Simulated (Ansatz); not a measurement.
## LiMg, space group P4/mmm: a comparison of functionals at one structure, step by step

Program: Ansatz's Python interface.

At the Python prompt:
```pycon
>>> import csv
>>> import ansatz as az
>>> import numpy as np
>>> vectors = np.array([
...     [3.378185, 0.0, 0.0],
...     [0.0, 3.378185, 0.0],
...     [0.0, 0.0, 3.55261],
... ])
>>> system = (
...     az.Lattice.of(vectors)
...     .atom("Li", (0.0, 0.0, 0.0))
...     .atom("Mg", (0.5, 0.5, 0.5))
... )
>>> system.resolved().sites[-1]
Site(symbol='Mg', position=(0.5, 0.5, 0.5), moment=None, axis=None, held=None, saved=None)
>>> base = (
...     system.calculation()
...     .kpoints(5, center="monkhorst-pack")
...     .occupations("Methfessel-Paxton")
...     .pseudopotentials("nc")
...     .forces()
...     .stress()
... )
>>> rows = []
>>> for value in ["blyp", "pbesol", "lda"]:
...     data = base.functional(value).run(threads=1, pin="off").report
...     rows.append((value, data["free_energy_ev"] / len(data["lattice"]["sites"]), data["n_iterations"], sum(data["stress_gpa"][i][i] for i in range(3)) / 3, max(abs(f) for row in data["forces_ev_ang"] for f in row), data["n_kpoints"]))
...
DeckWarning: basis.ecutwfc = 1142.878222 eV, auto-derived from the records' recommended cutoffs: set by Mg (normal level)
>>> with open("xc.csv", "w", newline="") as handle:
...     writer = csv.writer(handle)
...     writer.writerow(["functional", "F/atom (eV)", "iterations", "P (GPa)", "max component (eV/A)", "k-points"])
...     writer.writerows([round(v, 5) if isinstance(v, float) else v for v in row] for row in rows)
...
73
>>> print(open("xc.csv").read())
functional,F/atom (eV),iterations,P (GPa),max component (eV/A),k-points
blyp,-905.93909,6,0.60914,0.0,18
pbesol,-904.29552,6,-0.25849,0.0,18
lda,-903.42915,6,-1.48383,0.0,18
```

From lowest to highest: LDA (-1.5 GPa), PBEsol (-0.3 GPa) and BLYP (0.6 GPa). At a fixed cell a lower pressure usually means a smaller equilibrium volume, so LDA prefers the smallest cell and BLYP the largest.

Notes:
- Such functionals run on norm-conserving files made under PBE, which can move pressures by some GPa.
- BLYP can be off by several per cent in the lattices of metals, and by several GPa in the pressure at a fixed cell.
- The mesh is modest for a metal, so energies can be off by several to tens of meV an atom and pressures by half a GPa or more; differences at equal mesh fare better.
- Forces vanish by symmetry here and test nothing.
- Pressure is positive in compression.
- The structure comes from a database of computed cells and needn't be a stable or known phase.
- Warnings are shown shortened and without file and line.
- Total energies of different functionals can't be compared; pressures, moments and gaps at this one structure can.
- Finished in 4.8 s on 1 thread of Arm Neoverse V1, with other jobs on the host, peak memory 0.35 GiB.
